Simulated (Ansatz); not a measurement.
# TaCl (nonet): the correlation ladder, def2-TZVPP

An exercise on one series of results from a longer session: the logs are not shown, and one member is left open.

The runs use Ansatz 0.2.0, Gaussian basis; def2-TZVPP, core rule «outside noble gas», up to 9 orbitals frozen.

Plan: UHF; ROHF; CCSD(T) on UHF.

### What is computed

The geometry is a PBE0/def2-TZVP stationary point (not a proven minimum) of the parent state, kept for this charge and spin. No spin-orbit coupling is included. Elements past krypton take def2 core potentials.

2 atoms, charge 0, spin multiplicity 9.

Atoms are counted from 1 here; the program's logs count them from 0.

Bond lengths: Ta1–Cl2 2.875 Å.

The first run:

File in.yaml:

```yaml
crystal:
  periodic: [false, false, false]
  atoms:
    - {symbol: Ta, position_ang: [0.000000, 0.000000, 0.000000]}
    - {symbol: Cl, position_ang: [0.000000, 0.000000, 2.875200]}
basis:
  gaussian: {orbitals: def2-TZVPP}
magnetization: {spin_polarized: true, initial_magnetization: 8}
hamiltonian: {xc: hf}
output: {orbitals: {seedname: orbitals}}
```

The run is started by

```
$ ansatz run in.yaml --threads 1 --pin off --events-out ev --progress --plain --max-ram 4096MiB --backend cpu
```

Among the steps run: UHF; ROHF; CCSD(T) on UHF.

One table of the session follows, with a row left open; its other results are not shown here.

```
  method  from UCCSD(T) (kJ/mol)
    ROHF                  +670.5
     UHF                  +641.7
    UMP2                       ?
   UCCSD                   +22.8
UCCSD(T)                       0
```

Estimate the missing values for UMP2.

The run gave: from UCCSD(T) (kJ/mol): +121.3. In the column «from UCCSD(T) (kJ/mol)» it lies between UCCSD (+22.8) and UHF (+641.7).

To keep in mind: Warnings: coupled cluster took another determinant than the lowest.
